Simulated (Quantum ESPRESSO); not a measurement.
# Ho (P6_3/mmc) in Quantum ESPRESSO: convergence with k mesh

Aim: find how far k mesh must go before the results for Ho settle, at PBE. This setting moves, with any that are tied to it; all else stays.

Program: Quantum ESPRESSO 7.5. These are calculated values, not measurements. Logs are shortened: lines on timing, memory, paths and dates and some standing lists are left out, and cuts for length are marked.

## (1) The structure

Symmetry: P6_3/mmc, No. 194, hexagonal system. The conventional cell has a = 3.577 Å, b = 3.577 Å, c = 5.616 Å, α = 90.00°, β = 90.00°, γ = 120.00°. Ho (site symmetry -6m2) is surrounded by 12 Ho at 3.49 to 3.58 Å.

## (2) With k mesh 1 × 1 × 1

pw.in reads:

```
&CONTROL
  calculation = 'scf'
  prefix = 'pwscf'
  outdir = './tmp'
  pseudo_dir = './pseudo'
  tprnfor = .true.
  tstress = .true.
  disk_io = 'nowf'
/
&SYSTEM
  ibrav = 0
  nat = 2
  ntyp = 1
  ecutwfc = 55
  ecutrho = 440
  nbnd = 33
  occupations = 'smearing'
  smearing = 'fd'
  degauss = 0.00999582
  nspin = 2
  starting_magnetization(1) = 0.1905
/
&ELECTRONS
  conv_thr = 4d-10
  electron_maxstep = 120
  mixing_beta = 0.3
/
ATOMIC_SPECIES
Ho   164.9303 Ho.paw.z_21.atompaw.wentzcovitch.v1.2.upf
CELL_PARAMETERS angstrom
   3.5773000000    0.0000000000    0.0000000000
  -1.7886500000    3.0980326770    0.0000000000
   0.0000000000    0.0000000000    5.6158000000
ATOMIC_POSITIONS crystal
Ho     0.6666666667    0.3333333333    0.7500000000
Ho     0.3333333333    0.6666666667    0.2500000000
K_POINTS automatic
1 1 1 0 0 0
```

Potentials or basis: SSSP 1.3 efficiency PBE.

Launch:

```
> OMP_NUM_THREADS=1 pw.x -in pw.in > pw.out
```

Run time: 2.5 min. Hardware: 1 thread of Arm Neoverse V1, shared host; peak memory 0.66 GiB.

What came out:

```
Free energy                                           : -22579.6039 eV
Pressure                                              : 8.3 GPa
Net moment                                            : 6.98 μB per cell
Absolute moment                                       : 7.06 μB per cell
Site moments                                          : Ho +3.37 μB
Valence electrons inside the program's atomic spheres : Ho 19.58
```

## (3) With k mesh 2 × 2 × 1

Edit pw.in of step 2 so:

```diff
@@ -37,2 +37,2 @@
 K_POINTS automatic
-1 1 1 0 0 0
+2 2 1 0 0 0
```

Potentials or basis: SSSP 1.3 efficiency PBE.

Launch:

```
> OMP_NUM_THREADS=1 pw.x -in pw.in > pw.out
```

It took 2.7 min on 1 thread of Arm Neoverse V1, shared host; peak memory 0.66 GiB.

Results:

* Free energy: -22575.4712 eV
* Pressure: -8.7 GPa
* Band gap on the k mesh: none (metal or under the smearing width)
* Net moment: 7.50 μB per cell
* Absolute moment: 7.51 μB per cell
* Site moments: Ho +3.72 μB
* Valence electrons inside the program's atomic spheres: Ho 19.59

## (4) With k mesh 3 × 3 × 2

Edit pw.in of step 3 so:

```diff
@@ -37,2 +37,2 @@
 K_POINTS automatic
-2 2 1 0 0 0
+3 3 2 0 0 0
```

Launch:

```
> OMP_NUM_THREADS=1 pw.x -in pw.in > pw.out
```

It took 5.3 min on 1 thread of Arm Neoverse V1, shared host; peak memory 0.67 GiB.

What came out:

```yaml
Free_energy: -22574.1948 eV
Pressure: 0.8 GPa
Band_gap_on_the_k_mesh: none (metal or under the smearing width)
Net_moment: 7.40 μB per cell
Absolute_moment: 7.50 μB per cell
Site_moments: Ho +3.64 μB
Valence_electrons_inside_the_program's_atomic_spheres: Ho 19.57
```

## (5) With k mesh 4 × 4 × 2

Edit pw.in of step 4 so:

```diff
@@ -37,2 +37,2 @@
 K_POINTS automatic
-3 3 2 0 0 0
+4 4 2 0 0 0
```

Launch:

```
> OMP_NUM_THREADS=1 pw.x -in pw.in > pw.out
```

It took 5.7 min on 1 thread of Arm Neoverse V1, shared host; peak memory 0.68 GiB.

Results:

* Free energy: -22574.3165 eV
* Pressure: 1.2 GPa
* Band gap on the k mesh: none (metal or under the smearing width)
* Net moment: 6.90 μB per cell
* Absolute moment: 7.17 μB per cell
* Site moments: Ho +3.50 μB
* Valence electrons inside the program's atomic spheres: Ho 19.57

## (6) With k mesh 4 × 4 × 3

Edit pw.in of step 5 so:

```diff
@@ -37,2 +37,2 @@
 K_POINTS automatic
-4 4 2 0 0 0
+4 4 3 0 0 0
```

Potentials or basis: SSSP 1.3 efficiency PBE.

Launch:

```
> OMP_NUM_THREADS=1 pw.x -in pw.in > pw.out
```

Wall time 5.5 min (1 thread of Arm Neoverse V1, shared host); peak memory 0.68 GiB.

It converged, with:

| Property | Result |
| --- | --- |
| Free energy | -22574.2639 eV |
| Pressure | 1.6 GPa |
| Band gap on the k mesh | none (metal or under the smearing width) |
| Net moment | 6.93 μB per cell |
| Absolute moment | 7.17 μB per cell |
| Site moments | Ho +3.51 μB |
| Valence electrons inside the program's atomic spheres | Ho 19.57 |

## (7) With k mesh 5 × 5 × 4

Edit pw.in of step 6 so:

```diff
@@ -37,2 +37,2 @@
 K_POINTS automatic
-4 4 3 0 0 0
+5 5 4 0 0 0
```

Launch:

```
> OMP_NUM_THREADS=1 pw.x -in pw.in > pw.out
```

It took 6.1 min on 1 thread of Arm Neoverse V1, shared host; peak memory 0.71 GiB.

The run converged. Its results:

```
Free energy                                           : -22574.2671 eV
Pressure                                              : 1.5 GPa
Band gap on the k mesh                                : none (metal or under the smearing width)
Net moment                                            : 7.06 μB per cell
Absolute moment                                       : 7.16 μB per cell
Site moments                                          : Ho +3.55 μB
Valence electrons inside the program's atomic spheres : Ho 19.57
```

## (8) With k mesh 6 × 6 × 4

Edit pw.in of step 7 so:

```diff
@@ -37,2 +37,2 @@
 K_POINTS automatic
-5 5 4 0 0 0
+6 6 4 0 0 0
```

Launch:

```
> OMP_NUM_THREADS=1 pw.x -in pw.in > pw.out
```

Wall time 7 min (1 thread of Arm Neoverse V1, shared host); peak memory 0.72 GiB.

The run converged. Its results:

```
Free energy                                           : -22574.2755 eV
Pressure                                              : 1.4 GPa
Band gap on the k mesh                                : none (metal or under the smearing width)
Net moment                                            : 7.14 μB per cell
Absolute moment                                       : 7.18 μB per cell
Site moments                                          : Ho +3.57 μB
Valence electrons inside the program's atomic spheres : Ho 19.57
```

## (9) With k mesh 7 × 7 × 5

Edit pw.in of step 8 so:

```diff
@@ -37,2 +37,2 @@
 K_POINTS automatic
-6 6 4 0 0 0
+7 7 5 0 0 0
```

Potentials or basis: SSSP 1.3 efficiency PBE.

Launch:

```
> OMP_NUM_THREADS=1 pw.x -in pw.in > pw.out
```

It took 6.6 min on 1 thread of Arm Neoverse V1, shared host; peak memory 0.73 GiB.

It converged, with:

| Quantity | Value |
| --- | --- |
| Free energy | -22574.2760 eV |
| Pressure | 1.4 GPa |
| Band gap on the k mesh | none (metal or under the smearing width) |
| Net moment | 7.05 μB per cell |
| Absolute moment | 7.17 μB per cell |
| Site moments | Ho +3.55 μB |
| Valence electrons inside the program's atomic spheres | Ho 19.57 |

## (10) With k mesh 8 × 8 × 6

Edit pw.in of step 9 so:

```diff
@@ -37,2 +37,2 @@
 K_POINTS automatic
-7 7 5 0 0 0
+8 8 6 0 0 0
```

Potentials or basis: SSSP 1.3 efficiency PBE.

Launch:

```
> OMP_NUM_THREADS=1 pw.x -in pw.in > pw.out
```

pw.out:

```text
This program is part of the open-source Quantum ESPRESSO suite
     for quantum simulation of materials; please cite
         "P. Giannozzi et al., J. Phys.:Condens. Matter 21 395502 (2009);
         "P. Giannozzi et al., J. Phys.:Condens. Matter 29 465901 (2017);
         "P. Giannozzi et al., J. Chem. Phys. 152 154105 (2020);
     in publications or presentations arising from this work. More details at

     file Ho.paw.z_21.atompaw.wentzcovitch.v1.2.upf: wavefunction(s)  6S 0P 5D 0D 4F 0F renormalized
     Message from routine setup:
     using ibrav=0 with symmetry is DISCOURAGED, use correct ibrav instead

     G-vector sticks info
     --------------------
     sticks:   dense  smooth     PW     G-vecs:    dense   smooth      PW
     Sum        1393     685    199                65543    23139    3705

     Using Slab Decomposition

     bravais-lattice index     =            0
     lattice parameter (alat)  =       6.7601  a.u.
     unit-cell volume          =     420.0003 (a.u.)^3
     number of atoms/cell      =            2
     number of atomic types    =            1
     number of electrons       =        42.00
     number of Kohn-Sham states=           33
     kinetic-energy cutoff     =      55.0000  Ry
     charge density cutoff     =     440.0000  Ry
     scf convergence threshold =      4.0E-10
     mixing beta               =       0.3000
     number of iterations used =            8  plain     mixing
     Exchange-correlation= SLA PW PBX PBC
                           (   1   4   3   4   0   0   0)

     celldm(1)=   6.760117  celldm(2)=   0.000000  celldm(3)=   0.000000
     celldm(4)=   0.000000  celldm(5)=   0.000000  celldm(6)=   0.000000

     crystal axes: (cart. coord. in units of alat)
               a(1) = (   1.000000   0.000000   0.000000 )
               a(2) = (  -0.500000   0.866025   0.000000 )
[... 574 lines left out ...]
    13.3401  13.3401  14.8234  14.8234  16.4451  16.4451  19.3681  19.4790
    19.4793
[... 155 lines left out ...]
   -35.3390 -35.3390 -10.5623 -10.5623 -10.3468 -10.3468 -10.1012 -10.1012
    10.1806  10.1806  10.1919  10.1919  10.2082  10.2082  10.2213  10.2213
    10.2359  10.2359  10.2681  10.2681  10.2835  10.2835  12.2254  12.2254
    13.3364  13.3364  13.7434  13.7434  16.3847  16.3847  18.6592  18.6592
    20.7050

 ------ SPIN DOWN ----------

          k = 0.0000 0.0000 0.0000 (  2851 PWs)   bands (ev):

   -33.8857 -33.8183  -9.6808  -9.0375  -9.0375  -8.9190  -8.9190  -8.8780
     7.9393  11.0825  12.7866  12.8262  12.8604  12.9180  12.9180  12.9330
    12.9330  12.9335  12.9636  12.9636  13.0253  13.0253  13.0739  13.0827
    14.5578  15.5079  15.5079  15.9142  16.2836  16.2836  16.8732  16.8732
    19.2405
[... 139 lines left out ...]
   -33.8255 -33.8144  -9.6246  -9.5449  -9.1641  -9.1464  -9.0463  -9.0442
    11.1741  11.6910  12.7641  12.7815  12.8569  12.8942  12.9053  12.9101
    12.9121  12.9263  12.9307  12.9911  13.0341  13.0418  13.0531  13.0561
    13.4291  13.5248  15.2427  15.2663  15.9317  17.9619  19.7734  19.8610
    20.0827

          k = 0.0000-0.5774-0.3185 (  2900 PWs)   bands (ev):

   -33.8200 -33.8200  -9.6097  -9.6097  -9.0966  -9.0966  -9.0774  -9.0774
    11.3628  11.3628  12.7754  12.7754  12.9007  12.9007  12.9053  12.9053
    12.9104  12.9104  12.9551  12.9551  13.0431  13.0431  13.0461  13.0461
    13.6471  13.6471  15.1171  15.1171  16.8163  16.8163  19.8081  19.9717
    19.9730
[... 155 lines left out ...]
   -33.8166 -33.8166  -9.5352  -9.5352  -9.2931  -9.2931  -9.0165  -9.0165
    12.1961  12.1961  12.7088  12.7088  12.8589  12.8589  12.8867  12.8867
    12.9102  12.9102  12.9799  12.9799  13.0356  13.0356  13.1602  13.1602
    13.7701  13.7701  14.0166  14.0166  16.7587  16.7587  19.0759  19.0759
    21.1294

     the Fermi energy is    12.9493 ev

!    total energy              =   -1659.17847144 Ry
     total all-electron energy =     -1659.178471 Ry
     estimated scf accuracy    <          3.7E-10 Ry
     smearing contrib. (-TS)   =      -0.09598856 Ry
     internal energy E=F+TS    =   -1659.08248288 Ry

     The total energy is F=E-TS. E is the sum of the following terms:
     one-electron contribution =    -419.83097725 Ry
     hartree contribution      =     220.01068923 Ry
     xc contribution           =     -61.04011633 Ry
     ewald contribution        =    -428.46921800 Ry
     one-center paw contrib.   =    -969.75286053 Ry

     total magnetization       =     7.04 Bohr mag/cell
     absolute magnetization    =     7.17 Bohr mag/cell

     convergence has been achieved in  32 iterations

     Forces acting on atoms (cartesian axes, Ry/au):

     atom    1 type  1   force =    -0.00000000   -0.00000000    0.00000000
     atom    2 type  1   force =     0.00000000    0.00000000    0.00000000

     Total force =     0.000000     Total SCF correction =     0.000000

     Computing stress (Cartesian axis) and pressure

          total   stress  (Ry/bohr**3)                   (kbar)     P=       13.33
   0.00006258  -0.00000000   0.00000000            9.21       -0.00        0.00
  -0.00000000   0.00006258   0.00000000           -0.00        9.21        0.00
   0.00000000   0.00000000   0.00014677            0.00        0.00       21.59

=------------------------------------------------------------------------------=
   JOB DONE.
=------------------------------------------------------------------------------=
```

Run time: 8.1 min. Hardware: 1 thread of Arm Neoverse V1, shared host; peak memory 0.77 GiB.

What came out:

```
Free energy                                           : -22574.2731 eV
Pressure                                              : 1.3 GPa
Band gap on the k mesh                                : none (metal or under the smearing width)
Net moment                                            : 7.04 μB per cell
Absolute moment                                       : 7.17 μB per cell
Site moments                                          : Ho +3.55 μB
Valence electrons inside the program's atomic spheres : Ho 19.57
```

## (11) Summary

| k mesh | energy less the tightest run, at zero smearing (meV/atom) | pressure (GPa) | absolute moment (μB) | SCF cycles | CPU time (s) | peak memory (GiB) |
| --- | --- | --- | --- | --- | --- | --- |
| 1 × 1 × 1 | -2900.81 | 8.27 | 7.06 | 25 | 150 | 0.66 |
| 2 × 2 × 1 | -677.65 | -8.72 | 7.51 | 25 | 160 | 0.66 |
| 3 × 3 × 2 | 37.38 | 0.80 | 7.50 | 45 | 320 | 0.67 |
| 4 × 4 × 2 | -25.92 | 1.19 | 7.17 | 46 | 340 | 0.68 |
| 4 × 4 × 3 | 6.37 | 1.60 | 7.17 | 44 | 330 | 0.68 |
| 5 × 5 × 4 | 4.35 | 1.50 | 7.16 | 39 | 370 | 0.71 |
| 6 × 6 × 4 | -1.04 | 1.38 | 7.18 | 41 | 420 | 0.72 |
| 7 × 7 × 5 | -1.80 | 1.42 | 7.17 | 36 | 400 | 0.73 |
| 8 × 8 × 6 | 0.00 | 1.33 | 7.17 | 32 | 490 | 0.77 |

Against the tightest run, the pressure stays within 0.1 GPa from 6 × 6 × 4 on; the absolute moment stays within 0.02 μB from 4 × 4 × 2 on. Not settled before the last step: the energy (to 1 meV/atom). Meshes of other sizes hit other points, so gaps and Fermi surfaces needn't settle smoothly. The tightest run that finished is the yardstick and may itself not be fully converged.

Caveats: the magnetic or orbital state may not be the lowest; spin-orbit coupling is left out, which moves the levels of the heavy elements.
